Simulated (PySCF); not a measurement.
# C₅H₆N₄: magnetic properties

Aim: compute the magnetic properties of C₅H₆N₄ (`Cc1nnc(C#N)n1C`).

Programs: PySCF 2.14.0, with routines of our own; each step states its level. All values are computed. Atoms count from 0.

### 1 The system as given

15 atoms, charge 0, multiplicity 1; geometry from: GFN2-xTB.

### 2 Magnetic properties: GIAO B97-2/pcSseg-1

What the job is given:

```
{"job": {"kind": "mag", "xc": "B97-2", "basis": "pcSseg-1", "isotopologues": 0}, "charge": 0, "multiplicity": 1}
C     -2.115832    -0.537008    -0.114797
C     -0.669585    -0.833266    -0.196260
N     -0.145933    -1.999091    -0.482192
N      1.175977    -1.892555    -0.465934
C      1.475384    -0.649733    -0.167111
C      2.757637    -0.095564    -0.041920
N      3.789857     0.391102     0.067588
N      0.322379     0.076355     0.018091
C      0.228135     1.469486     0.347914
H     -2.663893    -1.449446    -0.328167
H     -2.393739     0.225714    -0.841658
H     -2.382620    -0.186173     0.881896
H      0.859002     1.689660     1.210743
H     -0.805214     1.717168     0.582361
H      0.564030     2.081338    -0.492466
```

With the program's defaults for keys left out, this is: GIAO B97-2/pcSseg-1 magnetisability, rotational g tensor and spin-rotation constants, non-relativistic, gas phase.

Started as:

```sh
$ OMP_NUM_THREADS=1 python excited_run.py task.json out
```

This one command runs all jobs of the session in turn.

Log:

```text
coarse grid: 13400 points
cycle   1  E = -412.7918403665  dE =  1.733e+00  |g| = 6.047e-01  |ddm| = 3.829e+00
cycle   2  E = -412.4892943330  dE =  3.025e-01  |g| = 1.327e+00  |ddm| = 1.904e+00
cycle   3  E = -412.8769016530  dE = -3.876e-01  |g| = 1.353e-01  |ddm| = 1.291e+00
cycle   4  E = -412.8797300182  dE = -2.828e-03  |g| = 7.681e-02  |ddm| = 1.441e-01
cycle   5  E = -412.8807648628  dE = -1.035e-03  |g| = 3.327e-02  |ddm| = 7.716e-02
cycle   6  E = -412.8810030171  dE = -2.382e-04  |g| = 7.023e-03  |ddm| = 3.147e-02
cycle   7  E = -412.8810147227  dE = -1.171e-05  |g| = 1.484e-03  |ddm| = 7.599e-03
cycle   8  E = -412.8810151809  dE = -4.582e-07  |g| = 5.445e-04  |ddm| = 1.596e-03
final grid: 132240 points
cycle   9  E = -412.9156543663  dE = -7.111e-05  |g| = 3.315e-03  |ddm| = 3.888e-02
cycle  10  E = -412.9156530480  dE =  1.318e-06  |g| = 4.039e-03  |ddm| = 6.002e-03
cycle  11  E = -412.9156564520  dE = -3.404e-06  |g| = 1.285e-03  |ddm| = 3.999e-03
cycle  12  E = -412.9156567801  dE = -3.281e-07  |g| = 4.842e-04  |ddm| = 1.373e-03
cycle  13  E = -412.9156568276  dE = -4.746e-08  |g| = 1.798e-04  |ddm| = 4.811e-04
cycle  14  E = -412.9156568339  dE = -6.362e-09  |g| = 6.205e-05  |ddm| = 1.750e-04
cycle  15  E = -412.9156568347  dE = -7.649e-10  |g| = 2.257e-05  |ddm| = 6.038e-05
converged SCF energy = -412.9156568347

Magnetisability tensor (1e-30 J/T^2)
     -959.62       -8.93       -8.54
       -8.93    -1022.34      140.52
       -8.54      140.52    -1549.62
isotropic -1177.19   principal values   -1584.80   -990.91   -955.88
isotropic susceptibility -70.892 1e-6 cm^3/mol

Inertial axes            a          b          c
rot. const./GHz      3.5228     1.3557     0.9911
chi total           -58.111    -59.131    -95.435
chi diamagnetic    -444.834   -960.935  -1288.582
chi paramagnetic    386.723    901.804   1193.147
quadrupole/D A       -7.288      1.246      6.043
g nuclear            0.5817     0.5494     0.5529
g electronic        -0.6400    -0.5744    -0.5556
g total             -0.0583    -0.0250    -0.0027

Spin-rotation constants (kHz, H = +C I.J)
atom  isotope        aa         bb         cc
  2    14N        0.983      0.288      0.064
  3    14N        1.165      0.285      0.056
  6    14N        0.225      0.277      0.240
  7    14N        0.373      0.227      0.061
  9     1H       -0.070     -0.062     -0.108
 10     1H       -0.350     -0.094     -0.025
 11     1H       -0.350     -0.093     -0.026
 12     1H       -0.170     -0.119     -0.032
 13     1H       -0.001     -0.090     -0.108
 14     1H       -0.303     -0.119      0.002
  0    13C*       0.464      0.191      0.127
  1    13C*       1.667      0.476      0.211
  4    13C*       1.688      0.372      0.204
  5    13C*       0.108      0.538      0.426
  8    13C*       0.634      0.184      0.160
* in the singly substituted isotopologue
```

Run time: 41 s. Hardware: 1 thread of Arm Neoverse V1, shared host; peak memory 0.8 GiB.

From this job:

```csv
quantity,value
magnetisability,-1177·10⁻³⁰ J/T²
molar susceptibility,-70.9·10⁻⁶ cm³/mol
"rotational g (a, b, c)","-0.0583, -0.0250, -0.0027"
```

### 3 Magnetic properties: GIAO OLYP/def2-SVP

Settings changed since step 2:

```diff
@@ -1,2 +1,2 @@
-{"job": {"kind": "mag", "xc": "B97-2", "basis": "pcSseg-1", "isotopologues": 0}, "charge": 0, "multiplicity": 1}
+{"job": {"kind": "mag", "xc": "OLYP", "basis": "def2-SVP", "scf": {"conv": 1e-08}}, "charge": 0, "multiplicity": 1}
 C     -2.115832    -0.537008    -0.114797
```

Level: GIAO OLYP/def2-SVP magnetisability, rotational g tensor and spin-rotation constants, non-relativistic, gas phase.

Log:

```text
final grid: 132240 points
cycle   1  E = -412.5844226377  dE =  1.425e+00  |g| = 6.234e-01  |ddm| = 4.903e+00
cycle   2  E = -412.0644105872  dE =  5.200e-01  |g| = 1.615e+00  |ddm| = 3.410e+00
cycle   3  E = -412.6642579518  dE = -5.998e-01  |g| = 2.772e-01  |ddm| = 2.212e+00
cycle   4  E = -412.6808142319  dE = -1.656e-02  |g| = 1.064e-01  |ddm| = 3.308e-01
cycle   5  E = -412.6821876707  dE = -1.373e-03  |g| = 7.098e-02  |ddm| = 1.402e-01
cycle   6  E = -412.6833925263  dE = -1.205e-03  |g| = 1.276e-02  |ddm| = 9.852e-02
cycle   7  E = -412.6834326278  dE = -4.010e-05  |g| = 3.112e-03  |ddm| = 1.845e-02
cycle   8  E = -412.6834345898  dE = -1.962e-06  |g| = 1.200e-03  |ddm| = 5.348e-03
cycle   9  E = -412.6834348997  dE = -3.099e-07  |g| = 2.574e-04  |ddm| = 1.638e-03
cycle  10  E = -412.6834349127  dE = -1.299e-08  |g| = 1.027e-04  |ddm| = 4.468e-04
cycle  11  E = -412.6834349148  dE = -2.091e-09  |g| = 3.985e-05  |ddm| = 1.510e-04
converged SCF energy = -412.6834349148

Magnetisability tensor (1e-30 J/T^2)
     -924.23       -6.45       -8.05
       -6.45    -1005.16      138.49
       -8.05      138.49    -1526.91
isotropic -1152.10   principal values   -1561.46   -972.08   -922.76
isotropic susceptibility -69.381 1e-6 cm^3/mol

Inertial axes            a          b          c
rot. const./GHz      3.5228     1.3557     0.9911
chi total           -55.965    -58.147    -94.031
chi diamagnetic    -443.371   -959.496  -1287.258
chi paramagnetic    387.406    901.349   1193.227
quadrupole/D A       -7.380      1.194      6.186
g nuclear            0.5817     0.5494     0.5529
g electronic        -0.6412    -0.5741    -0.5556
g total             -0.0595    -0.0247    -0.0027

Spin-rotation constants (kHz, H = +C I.J)
atom  isotope        aa         bb         cc
  2    14N        0.912      0.268      0.058
  3    14N        1.081      0.260      0.049
  6    14N        0.217      0.254      0.218
  7    14N        0.355      0.206      0.057
  9     1H       -0.072     -0.064     -0.112
 10     1H       -0.357     -0.096     -0.025
 11     1H       -0.356     -0.096     -0.026
 12     1H       -0.174     -0.122     -0.032
 13     1H       -0.003     -0.091     -0.110
 14     1H       -0.310     -0.121      0.002
  0    13C*       0.425      0.172      0.115
  1    13C*       1.504      0.440      0.204
  4    13C*       1.526      0.351      0.194
  5    13C*       0.153      0.477      0.379
  8    13C*       0.586      0.168      0.148
* in the singly substituted isotopologue
```

Wall time 32 s (1 thread of Arm Neoverse V1, shared host); peak memory 0.58 GiB.

From this job:

```csv
quantity,value
magnetisability,-1152·10⁻³⁰ J/T²
molar susceptibility,-69.4·10⁻⁶ cm³/mol
"rotational g (a, b, c)","-0.0595, -0.0247, -0.0027"
```

### 4 The levels compared

```csv
level,ξ (10⁻³⁰ J/T²),g(a),g(b),gap (eV),functions,time
GIAO B97-2/pcSseg-1,-1177,-0.0583,-0.0250,6.01,183,41 s
GIAO OLYP/def2-SVP,-1152,-0.0595,-0.0247,3.68,156,32 s
```

### 5 What came out

| quantity | value |
| --- | --- |
| magnetisability (step 2, GIAO B97-2/pcSseg-1) | -1177·10⁻³⁰ J/T² |
| molar susceptibility (step 2, GIAO B97-2/pcSseg-1) | -70.9·10⁻⁶ cm³/mol |
| rotational g (a, b, c) (step 2, GIAO B97-2/pcSseg-1) | -0.0583, -0.0250, -0.0027 |
| magnetisability over the levels | -1177 to -1152·10⁻³⁰ J/T² |

The magnetisability spreads by 2.2 % over 2 levels of like cost. Two levels can agree by chance, so this spread shows no convergence. Vibrational averaging and real surroundings are missing from these values.
